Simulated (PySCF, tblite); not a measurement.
# C6H10NSi radical: geometry, infrared bands and EPR parameters

Wanted: the infrared bands and EPR parameters of C6H10NSi radical (`C=N[SiH]C#CCCC`), by calculation.

Computed with tblite 0.8.0 and PySCF 2.14.0, with density-fitted response routines of our own, on a single molecule in the gas phase. Atoms count from 0, in the outputs and in this text.

**1. The starting structure**

18 atoms, charge 0, multiplicity 2; geometry from: force field or distance geometry start.

Bonds of the start (Å): C0–N1 1.28, N1–Si2 1.75, Si2–C3 1.88, C3–C4 1.20, C4–C5 1.47, C5–C6 1.53, C6–C7 1.53, C0–H8 1.11, C0–H9 1.09, Si2–H10 1.47, C5–H11 1.10, C5–H12 1.11, C6–H13 1.10, C6–H14 1.10, C7–H15 1.08, C7–H16 1.09, C7–H17 1.09.

**2. Optimising the geometry with GFN2-xTB**

What the job is given:

```
{"job": {"kind": "relax", "xc": "GFN2-xTB", "basis": "xTB"}, "charge": 0, "multiplicity": 2}
C      3.187700    -0.136400    -1.143600
N      3.128300    -1.412700    -1.062400
Si     2.476700    -2.063100     0.429700
C      0.713400    -1.439400     0.643300
C     -0.408800    -1.038800     0.790100
C     -1.784300    -0.530500     0.932800
C     -2.192500     0.377600    -0.229100
C     -1.436200     1.704300    -0.241400
H      2.841000     0.572200    -0.364700
H      3.585200     0.322500    -2.054200
H      3.312300    -1.552700     1.529700
H     -2.472700    -1.384000     0.984500
H     -1.880800     0.010900     1.894800
H     -2.039700    -0.141400    -1.184700
H     -3.269000     0.594600    -0.137500
H     -0.372500     1.552200    -0.391100
H     -1.579900     2.246200     0.697800
H     -1.816900     2.324800    -1.058900
```

Launch:

```sh
OMP_NUM_THREADS=1 python probes_run.py task.json out
```

One launch serves the whole session: the jobs run in the order shown.

Output:

```text
step      E/eV     max force
  0    -610.70073    2.186
  1    -610.70169    3.311
  2    -610.77480    0.793
  3    -610.78299    0.881
  4    -610.79549    0.356
  5    -610.80793    0.277
  6    -610.81613    0.324
  7    -610.83239    0.378
  8    -610.85412    0.404
  9    -610.88827    0.730
 10    -610.92062    0.792
 11    -611.00102    0.932
 12    -611.06942    0.900
 13    -611.14374    0.837
 14    -611.22798    0.668
 15    -611.28917    0.962
 16    -611.33328    0.456
 17    -611.36312    0.616
 18    -611.39463    0.388
 19    -611.42074    0.368
 20    -611.43650    0.299
 21    -611.45561    0.379
 22    -611.47038    0.303
 23    -611.48301    0.323
 24    -611.49318    0.296
 25    -611.50765    0.288
 26    -611.51889    0.373
 27    -611.53148    0.359
 28    -611.54721    0.323
 29    -611.56058    0.309
 30    -611.56948    0.260
 31    -611.57828    0.248
 32    -611.58772    0.304
 33    -611.59526    0.253
 34    -611.59972    0.256
 35    -611.60398    0.162
 36    -611.60765    0.126
 37    -611.61368    0.134
 38    -611.61624    0.127
 39    -611.61919    0.100
 40    -611.62162    0.110
 41    -611.62455    0.133
 42    -611.62756    0.137
 43    -611.62954    0.113
 44    -611.63117    0.115
 45    -611.63312    0.130
 46    -611.63620    0.190
 47    -611.63922    0.182
 48    -611.64172    0.122
 49    -611.64331    0.121
 50    -611.64449    0.108
 51    -611.64556    0.102
 52    -611.64698    0.079
 53    -611.64785    0.066
 54    -611.64872    0.071
 55    -611.64961    0.087
 56    -611.65031    0.057
 57    -611.65081    0.053
 58    -611.65123    0.054
 59    -611.65165    0.060
 60    -611.65208    0.055
 61    -611.65249    0.046
 62    -611.65289    0.046
 63    -611.65327    0.056
 64    -611.65366    0.058
 65    -611.65408    0.054
 66    -611.65449    0.046
 67    -611.65485    0.038
 68    -611.65512    0.045
 69    -611.65532    0.038
 70    -611.65549    0.041
 71    -611.65565    0.036
 72    -611.65578    0.032
 73    -611.65590    0.028
 74    -611.65603    0.030
 75    -611.65619    0.034
 76    -611.65637    0.029
 77    -611.65653    0.032
 78    -611.65668    0.033
 79    -611.65682    0.036
 80    -611.65701    0.050
 81    -611.65723    0.050
 82    -611.65742    0.038
 83    -611.65757    0.031
 84    -611.65772    0.030
 85    -611.65788    0.036
 86    -611.65804    0.028
 87    -611.65815    0.022
 88    -611.65822    0.022
 89    -611.65831    0.035
 90    -611.65847    0.052
 91    -611.65872    0.061
 92    -611.65901    0.049
 93    -611.65924    0.034
 94    -611.65939    0.030
 95    -611.65952    0.032
 96    -611.65968    0.033
 97    -611.65983    0.027
 98    -611.65996    0.031
 99    -611.66008    0.032
100    -611.66023    0.035
101    -611.66043    0.042
102    -611.66067    0.035
103    -611.66087    0.033
104    -611.66105    0.035
105    -611.66127    0.039
106    -611.66160    0.059
107    -611.66201    0.092
108    -611.66244    0.047
109    -611.66283    0.042
110    -611.66303    0.037
111    -611.66321    0.036
112    -611.66354    0.029
113    -611.66375    0.028
114    -611.66392    0.025
115    -611.66402    0.019
116    -611.66409    0.025
117    -611.66415    0.024
118    -611.66422    0.018
119    -611.66428    0.018
120    -611.66433    0.014
121    -611.66437    0.011
122    -611.66440    0.009
```

Run time: 0.77 s. Hardware: 1 thread of Arm Neoverse V2, shared host.

The steps of the relaxation: (not every step is listed)

| step | energy from step 0 (eV) | largest force (eV/Å) |
| --- | --- | --- |
| 0 | 0.0000 | 2.1862 |
| 1 | -0.0010 | 3.3108 |
| 2 | -0.0741 | 0.7928 |
| 3 | -0.0823 | 0.8807 |
| 4 | -0.0948 | 0.3560 |
| 5 | -0.1072 | 0.2771 |
| 6 | -0.1154 | 0.3236 |
| 7 | -0.1317 | 0.3776 |
| 8 | -0.1534 | 0.4039 |
| 18 | -0.6939 | 0.3885 |
| 28 | -0.8465 | 0.3230 |
| 38 | -0.9155 | 0.1275 |
| 48 | -0.9410 | 0.1218 |
| 58 | -0.9505 | 0.0539 |
| 68 | -0.9544 | 0.0451 |
| 78 | -0.9560 | 0.0330 |
| 88 | -0.9575 | 0.0221 |
| 98 | -0.9592 | 0.0309 |
| 108 | -0.9617 | 0.0468 |
| 117 | -0.9634 | 0.0242 |
| 118 | -0.9635 | 0.0178 |
| 119 | -0.9635 | 0.0180 |
| 120 | -0.9636 | 0.0142 |
| 121 | -0.9636 | 0.0106 |
| 122 | -0.9637 | 0.0088 |

Distances of close pairs at the start and the end, largest changes first:

| bond | before (Å) | after (Å) | change (Å) |
| --- | --- | --- | --- |
| N1–Si2 | 1.753 | 1.648 | -0.105 |
| Si2–C3 | 1.883 | 1.826 | -0.057 |
| Si2–H10 | 1.473 | 1.444 | -0.029 |
| C4–C5 | 1.473 | 1.447 | -0.026 |
| C0–H8 | 1.109 | 1.084 | -0.024 |
| C0–N1 | 1.280 | 1.295 | +0.015 |
| C0–H9 | 1.094 | 1.080 | -0.014 |
| C5–H12 | 1.108 | 1.095 | -0.013 |

The next job starts from the end point, and lists it.

**3. Harmonic vibrations with GFN2-xTB**

What the job is given:

```
{"job": {"kind": "ir", "xc": "GFN2-xTB", "basis": "xTB"}, "charge": 0, "multiplicity": 2}
C      3.633544     0.016659    -1.406470
N      3.530314    -0.911294    -0.509382
Si     2.411362    -1.581020     0.498425
C      0.643460    -1.213733     0.768055
C     -0.520072    -0.907151     0.900814
C     -1.908850    -0.525592     1.039461
C     -2.356270     0.362899    -0.129404
C     -1.557154     1.658710    -0.190007
H      2.822190     0.662649    -1.723272
H      4.596894     0.158890    -1.874503
H      2.976266    -2.647263     1.291434
H     -2.526503    -1.428852     1.076847
H     -2.038074     0.013821     1.983885
H     -2.229508    -0.186583    -1.065134
H     -3.418800     0.589091    -0.012237
H     -0.498458     1.442172    -0.316899
H     -1.681661     2.229970     0.728098
H     -1.887441     2.272945    -1.024658
```

Output:

```text
mode    cm-1     km/mol
  1      11.2      0.07
  2      39.6      0.46
  3      83.9      0.13
  4     114.1      1.10
  5     142.1      1.80
  6     212.3      4.55
  7     222.3     10.65
  8     250.8      7.61
  9     301.5     11.57
 10     308.7      8.98
 11     329.7     41.92
 12     346.5     20.39
 13     379.6      0.00
 14     461.7     13.95
 15     581.2     26.69
 16     656.1     69.94
 17     731.7     21.46
 18     811.9     11.05
 19     887.1      3.68
 20     913.9     12.68
 21     942.1     51.16
 22    1043.9      6.97
 23    1079.5      2.30
 24    1105.2     20.61
 25    1110.3      3.15
 26    1133.5      1.89
 27    1199.0      2.09
 28    1250.1      0.69
 29    1317.8      2.23
 30    1340.6      4.06
 31    1417.0      2.68
 32    1432.2     31.42
 33    1446.4      1.24
 34    1489.2      0.11
 35    1499.5    167.77
 36    1501.6      4.03
 37    1505.3      2.01
 38    2264.4     55.49
 39    2427.2    309.52
 40    2927.5     25.43
 41    2945.3     44.95
 42    2969.3     68.11
 43    2976.5     57.47
 44    2982.9     42.02
 45    3027.3     49.53
 46    3035.0     48.50
 47    3039.3     20.82
 48    3046.0     34.34
```

Wall time 0.56 s (1 thread of Arm Neoverse V2, shared host).

The strongest bands and the atoms that carry them (share of the mass-weighted mode):

| cm⁻¹ | km/mol | atoms |
| --- | --- | --- |
| 656 | 69.9 | H10 93 % |
| 942 | 51.2 | Si2 29 %, C0 14 %, N1 12 %, H17 10 % |
| 1500 | 167.8 | N1 49 %, C0 42 % |
| 2264 | 55.5 | C4 53 %, C3 45 % |
| 2427 | 309.5 | H10 97 % |
| 2969 | 68.1 | H14 65 %, H13 23 % |
| 2976 | 57.5 | H8 93 % |
| 3027 | 49.5 | H16 85 % |

**4. g tensor and hyperfine couplings: B3LYP/pcH-1**

Same as in step 3 but for these lines:

```diff
@@ -1,2 +1,2 @@
-{"job": {"kind": "ir", "xc": "GFN2-xTB", "basis": "xTB"}, "charge": 0, "multiplicity": 2}
+{"job": {"kind": "epr", "basis": "pcH-1"}, "charge": 0, "multiplicity": 2}
 C      3.633544     0.016659    -1.406470
```

Method: UKS B3LYP, pcH-1 on C H N Si, non-relativistic, mean-field spin-orbit, GIAO.

Output:

```text
UKS, coarse grid
  cycle   1  E = -578.73064855  |g| = 4.55e-01
  cycle   2  E = -578.61732971  |g| = 6.69e-01
  cycle   3  E = -578.82581177  |g| = 1.28e-01
  cycle   4  E = -578.83264962  |g| = 4.82e-02
  cycle   5  E = -578.83386218  |g| = 1.16e-02
  cycle   6  E = -578.83391543  |g| = 9.28e-03
  cycle   7  E = -578.83396579  |g| = 3.56e-03
  cycle   8  E = -578.83397620  |g| = 1.99e-03
  cycle   9  E = -578.83397975  |g| = 7.08e-04
UKS, final grid
  cycle   1  E = -578.83401207  |g| = 1.10e-03
  cycle   2  E = -578.83401040  |g| = 2.09e-03
  cycle   3  E = -578.83401284  |g| = 3.05e-04
  cycle   4  E = -578.83401289  |g| = 1.04e-04
  cycle   5  E = -578.83401292  |g| = 6.93e-05
  cycle   6  E = -578.83401293  |g| = 1.82e-05
E = -578.83401293 Eh   <S^2> = 0.7689 (exact 0.7500)
g shifts (ppm)      1          2          3
  rmc          -127       -127       -127
  gc             29          6         37
  oz_so        -596        -52       1816
  total        -693       -173       1726
hyperfine (MHz)  atom isotope    a_iso     a_fc   dipolar eigenvalues
    0   13C      41.87      41.96    -37.60    -35.36     72.96
    1   14N      -8.74      -8.74     -9.37      3.04      6.33
    2  29Si    -128.92    -129.92   -145.44     71.48     73.96
    3   13C     -23.80     -23.82     -7.66      0.51      7.16
    4   13C      14.51      14.60    -15.52    -11.64     27.16
    5   13C      -6.39      -6.39     -0.39      0.05      0.34
    6   13C       2.11       2.11     -0.33     -0.23      0.55
    7   13C      -0.13      -0.13     -0.21     -0.09      0.30
    8    1H     -29.95     -29.95    -15.29     -1.00     16.29
    9    1H     -32.39     -32.38    -17.42     -0.30     17.72
   10    1H     -48.34     -48.36     -9.67      3.56      6.12
   11    1H      14.45      14.45     -1.15     -1.00      2.15
   12    1H      23.68      23.68     -1.25     -0.93      2.18
   13    1H      -0.34      -0.34     -0.91     -0.53      1.44
   14    1H       0.02       0.02     -0.49     -0.43      0.92
   15    1H       0.35       0.35     -1.12     -0.22      1.34
   16    1H       0.02       0.02     -0.59     -0.35      0.94
   17    1H       0.15       0.15     -0.45     -0.26      0.71
```

It took 1.7 min on 1 thread of Arm Neoverse V2, shared host; peak memory 1.1 GiB.

Principal g values 2.00163, 2.00215, 2.00405; g(iso) = 2.00261, against 2.00232 for a free electron.

Mean a(iso) over the nuclei that a row names, and the largest dipolar term of the row (other rows stand at the frozen geometry):

| nuclei | isotope | a(iso) (MHz) | a(iso) (G, at g = 2.0023) | largest dipolar term (MHz) |
| --- | --- | --- | --- | --- |
| Si2 | 29Si | -128.9 | -46.0 | -145.4 |
| H10 | 1H | -48.3 | -17.3 | -9.7 |
| C0 | 13C | 41.9 | 14.9 | 73.0 |
| H9 | 1H | -32.4 | -11.6 | 17.7 |
| H8 | 1H | -30.0 | -10.7 | 16.3 |
| C3 | 13C | -23.8 | -8.5 | -7.7 |
| H11, H12 | 1H | 19.1 | 6.8 | 2.2 |
| C4 | 13C | 14.5 | 5.2 | 27.2 |
| N1 | 14N | -8.7 | -3.1 | -9.4 |
| C5 | 13C | -6.4 | -2.3 | -0.4 |
| C6 | 13C | 2.1 | 0.8 | 0.6 |
| H15, H16, H17 | 1H | 0.2 | 0.1 | 1.3 |
| H13, H14 | 1H | -0.2 | -0.1 | 1.4 |
| C7 | 13C | -0.1 | 0.0 | 0.3 |

Mulliken spin populations:

C0 0.45; N1 -0.15; Si2 0.73; C3 -0.12; C4 0.19; C5 -0.02; C6 0.00; C7 0.00; H8 -0.02; H9 -0.02; H10 -0.05; H11 0.01; H12 0.01; H13 0.00; H14 0.00; H15 0.00; H16 0.00; H17 0.00

In first order the couplings over 0.8 MHz of 1H, 14N give 72 distinct lines over 59.3 G, if the averaged nuclei exchange fast; the same motion can average rows kept apart here too.

The fields below are evaluated on a grid from the run's orbitals.

ELF in a plane through or near 10 of the atoms.

Ten even steps from '0' (0.00) to '9' (1.00):
```
0000000000000000000000000000
0000000000000000000000000000
0000001551000000000000000000
0000028996000100000000000000
0000059998102320012100000000
0000028998236663057500000000
0000001730285876478500000000
0000233258198732855300000000
0000699841286866736200000000
0000487585235652287588400000
0000047562002100264799600000
0001354340000057698477300000
0009996299500699636100000000
0009997799900587699500000000
0003971299600011799910000000
0000000021000000699800000000
0000000000000000277200000000
0000000000000000000000000000
0000000000000000000000000000
0000000000000000000000000000
```
The map spans 14.6 Å across and 10.6 Å up, centred on the molecule. Atoms in the plane (x, y in Å): C0 (-3.7, -1.1), N1 (-3.7, 0.2), Si2 (-2.6, 1.4), C3 (-0.7, 1.4), C4 (0.5, 1.3), C5 (1.9, 1.2), H8 (-2.9, -1.8), H9 (-4.7, -1.6), H10 (-3.2, 2.7), H17 (2.1, -2.3).

On the surface of density 0.002 e/bohr³ the electrostatic potential runs, from the 1st to the 99th percentile, from -1.38 V near N1 to 0.92 V near H11.

The spin density lies nearest to Si2 35 %; C0 22 %; N1 11 % (beta excess); C4 10 %.

**5. Results**

| quantity | value |
| --- | --- |
| strongest single infrared mode (GFN2-xTB) | 2427 cm⁻¹, 310 km/mol |
| zero-point energy (GFN2-xTB) | 87.5 kcal/mol |
| g(iso) (B3LYP) | 2.00261 |
| ⟨S²⟩ | 0.769 (exact 0.75) |
| largest a(iso) (averaged by class) | 29Si on Si2, -128.9 MHz |
| potential on the surface of density 0.002 e/bohr³, 1st and 99th percentile | -1.38 V and 0.92 V |

**Reading.** The optimisation took 122 steps and gained 0.964 eV; among the close pairs (by a distance rule), N1–Si2 changed most, from 1.753 to 1.648 Å. No mode is imaginary among the 48: a minimum at this level. The strongest single mode, at 2427 cm⁻¹, moves mainly H10. GFN2-xTB is a fitted tight-binding method: band positions and strengths are rough. Its intensities can rank the bands wrongly. The largest share of the spin, 0.73 e, sits on Si2. The isotropic g lies 0.3 ppt above the free-electron value. These values are for one conformer; the search (at its own cheap level) found 2 more, at 0.44, 0.53 kcal/mol, and measured spectra average over such forms.
